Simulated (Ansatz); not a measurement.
# C2HF3O2: the cost of one run

Computed with Ansatz 0.2.0 (the levels named in each step, unless a step's input says otherwise).

### Step 1. The system as given

Bond lengths: O1–C2 1.190 Å, C2–O3 1.317 Å, C2–C4 1.560 Å, C4–F5 1.336 Å, C4–F6 1.329 Å, C4–F7 1.337 Å, O3–H8 0.973 Å. Angles: O1–C2–O3 127.1°, O1–C2–C4 123.6°, O3–C2–C4 109.4°, C2–O3–H8 112.2°, C2–C4–F5 111.0°, C2–C4–F6 111.5°, C2–C4–F7 111.0°, F5–C4–F6 107.9°, F5–C4–F7 107.5°, F6–C4–F7 107.8°.

As a file:

```xyz
8

O     1.1971    1.4701   -0.5503
C     0.9297    0.4126   -0.0735
O     1.7670   -0.4510    0.4618
C    -0.5203   -0.1565    0.0044
F    -0.6162   -1.3163   -0.6526
F    -1.4025    0.6856   -0.5242
F    -0.8790   -0.3819    1.2727
H     2.6873   -0.1354    0.4350
```

### Step 2. A rough first relaxation, PBE-D4/def2-SVP

This run stands in another session on the same molecule. It ended at:

```xyz
8

O     1.2064    1.4647   -0.5464
C     0.9187    0.3945   -0.0667
O     1.7741   -0.4866    0.4800
C    -0.5279   -0.1618    0.0066
F    -0.6134   -1.3288   -0.6641
F    -1.3831    0.7116   -0.5343
F    -0.8806   -0.3807    1.2898
H     2.6688   -0.0856    0.4083
```

### Step 3. Relaxation, r2SCAN-D4/def2-TZVPP

Input file input.yaml:

```yaml
crystal:
  periodic: [false, false, false]
  atoms:
    - { symbol: O, position_ang: [1.2063583, 1.46472567, -0.54643185] }
    - { symbol: C, position_ang: [0.91870204, 0.3945085, -0.06666771] }
    - { symbol: O, position_ang: [1.77411644, -0.48663415, 0.4800184] }
    - { symbol: C, position_ang: [-0.52790698, -0.16178682, 0.00656325] }
    - { symbol: F, position_ang: [-0.6134075, -1.32881915, -0.66405238] }
    - { symbol: F, position_ang: [-1.38307078, 0.71159242, -0.53426622] }
    - { symbol: F, position_ang: [-0.88055242, -0.3807025, 1.28983752] }
    - { symbol: H, position_ang: [2.6688109, -0.08563398, 0.40829899] }
basis:
  gaussian: { orbitals: def2-TZVPP }
hamiltonian:
  xc: r2scan
  dispersion: d4
relax:
  f_tol: 0.002
  max_steps: 150
```

Run with:

```bash
ansatz run input.yaml --threads 4 --pin off --max-ram 10240MiB --backend cpu --events-out ev --progress --plain --runs-dir out
```

Q: Estimate wall time and peak memory on 4 threads of AMD EPYC (Zen 3), shared host.

About 66 s, with a peak of 0.56 GiB.
